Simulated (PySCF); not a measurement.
# BrF3Si (Bromotrifluorosilane): the cost of one run

Computed with PySCF 2.14.0 and routines of our own; the level stands in each step. Atoms count from 0.

## 1. The system as given

5 atoms, charge 0, multiplicity 1; geometry from: GFN2-xTB.

## 2. Relaxing the molecule at PBE0-D3(BJ)/def2-SVP

The job: settings as JSON, then the geometry in Å.

```
{"job": {"xc": "PBE0", "basis": "def2-SVP", "d3": "d3bj", "grid": 1, "maxiter": 30, "shake": 0.01, "kind": "geom"}, "charge": 0, "multiplicity": 1}
F     -0.737390    -1.169560    -0.826200
Si    -0.081150     0.006540    -0.012200
F     -0.424880     1.356450    -0.758880
F     -0.753170     0.071130     1.387860
Br     2.030160    -0.298530     0.171530
```

Launch:

```console
$ OMP_NUM_THREADS=1 python heavy_run.py task.json out
```

The driver reads the jobs from task.json and runs them one after another.

Q: Estimate the wall time and peak memory of this first job on 1 thread of Arm Neoverse N1, shared host.

About 60 s, with a peak of 0.38 GiB.
